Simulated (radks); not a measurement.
**Ionisation energy and size from Ni⁴⁺ to Kr⁴⁺**

One table from this session's results is given with a row withheld; the runs are named, their logs left out.

The numbers are computed with radks (a radial shooting solver on a logarithmic mesh, Libxc functionals) version 1 (scalar-relativistic Kohn-Sham, r2SCAN, spin-unpolarised, spherical densities, finite nucleus), except any that are marked as measured or tabulated.

## The atom as given

| Quantity | Value |
| --- | --- |
| species | Ni⁴⁺, Cu⁴⁺, Zn⁴⁺, Ga⁴⁺, Ge⁴⁺, As⁴⁺, Se⁴⁺, Br⁴⁺, Kr⁴⁺ |
| runs | 18, each species and its next ion |

The first run:

The run's settings:

```text
Z 28
configuration [Ar] 3d6
relativity scalar-relativistic
functional r2scan,r2scan
spin unpolarised
nucleus finite rms 3.7757 fm
c 137.035999084
```

Among the steps run: Ni⁴⁺, [Ar] 3d6; Ni⁵⁺, [Ar] 3d5; Cu⁴⁺, [Ar] 3d7; Cu⁵⁺, [Ar] 3d6; Zn⁴⁺, [Ar] 3d8; Zn⁵⁺, [Ar] 3d7; Ga⁴⁺, [Ar] 3d9; Ga⁵⁺, [Ar] 3d8; Ge⁴⁺, [Ar] 3d10; Ge⁵⁺, [Ar] 3d9; As⁴⁺, [Ar] 3d10 4s1; As⁵⁺, [Ar] 3d10; Se⁴⁺, [Ar] 3d10 4s2; Se⁵⁺, [Ar] 3d10 4s1; Br⁴⁺, [Ar] 3d10 4s2 4p1; Br⁵⁺, [Ar] 3d10 4s2; Kr⁴⁺, [Ar] 3d10 4s2 4p2; Kr⁵⁺, [Ar] 3d10 4s2 4p1.

One of the session's tables, all rows but one given; the rest of the session is left out.

| species | Δ-SCF (eV) | −ε(HOMO) (eV) | its <r> (bohr) |
| --- | --- | --- | --- |
| Ni⁴⁺ | ? | ? | ? |
| Cu⁴⁺ | 83.154 | 71.155 | 0.803 |
| Zn⁴⁺ | 86.017 | 73.692 | 0.771 |
| Ga⁴⁺ | 88.827 | 76.179 | 0.741 |
| Ge⁴⁺ | 91.588 | 78.621 | 0.714 |
| As⁴⁺ | 62.500 | 56.615 | 1.68 |
| Se⁴⁺ | 68.554 | 62.016 | 1.59 |
| Br⁴⁺ | 58.549 | 52.269 | 1.69 |
| Kr⁴⁺ | 63.329 | 56.611 | 1.60 |

**Question.** Estimate the row for Ni⁴⁺.

As computed: Δ-SCF (eV): 80.232; −ε(HOMO) (eV): 68.565; its <r> (bohr): 0.838. In the column «Δ-SCF (eV)» it lies between Se⁴⁺ (68.554) and Cu⁴⁺ (83.154).

Spin polarisation and multiplet splitting are left out, so open shells lie too high by an amount that depends on their filling.
